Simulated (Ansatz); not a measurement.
**The Cu+ ion: how energies converge with the basis set**

An exercise on one series of results from a longer session: the logs are not shown, and one member is left open.

Method: one geometry, several basis sets; program: Ansatz 0.2.0, Gaussian basis.

Plan: PBE0/def2-SVP; ωB97M-V/def2-SVP; PBE0/def2-QZVPP; ωB97M-V/def2-QZVPP; the functionals' def2-TZVPP values are taken from earlier runs.

## The atom

SMILES `[Cu+]`, 1 atom, charge 1, spin multiplicity 1.

Set-up of the first run:

File in.yaml:

```yaml
crystal:
  periodic: [false, false, false]
  atoms:
    - {symbol: Cu, position_ang: [0.000000, 0.000000, 0.000000]}
basis:
  gaussian: {orbitals: def2-SVP}
total_charge: 1
hamiltonian: {xc: pbe0}
output: {orbitals: {seedname: orbitals}}
```

Steps of the session up to this table: PBE0 in def2-SVP; ωB97M-V in def2-SVP; PBE0 in def2-QZVPP; ωB97M-V in def2-QZVPP.

One of the session's tables, all rows but one given; the rest of the session is left out.

It belongs to the step «Functionals by basis». 

| functional | basis | HOMO (eV) | LUMO (eV) |
| --- | --- | --- | --- |
| PBE0 | def2-SVP | -15.15 | -9.57 |
| PBE0 | def2-TZVPP | -15.98 | -10.16 |
| PBE0 | def2-QZVPP | -15.95 | -10.17 |
| ωB97M-V | def2-SVP | -17.70 | -7.84 |
| ωB97M-V | def2-TZVPP | -18.63 | -8.15 |
| ωB97M-V | def2-QZVPP | ? | ? |

Q: Estimate the row for ωB97M-V, def2-QZVPP from the others.

The run gave: HOMO (eV): -18.61; LUMO (eV): -8.15. In the column «HOMO (eV)» it lies between ωB97M-V, def2-TZVPP (-18.63) and ωB97M-V, def2-SVP (-17.70).
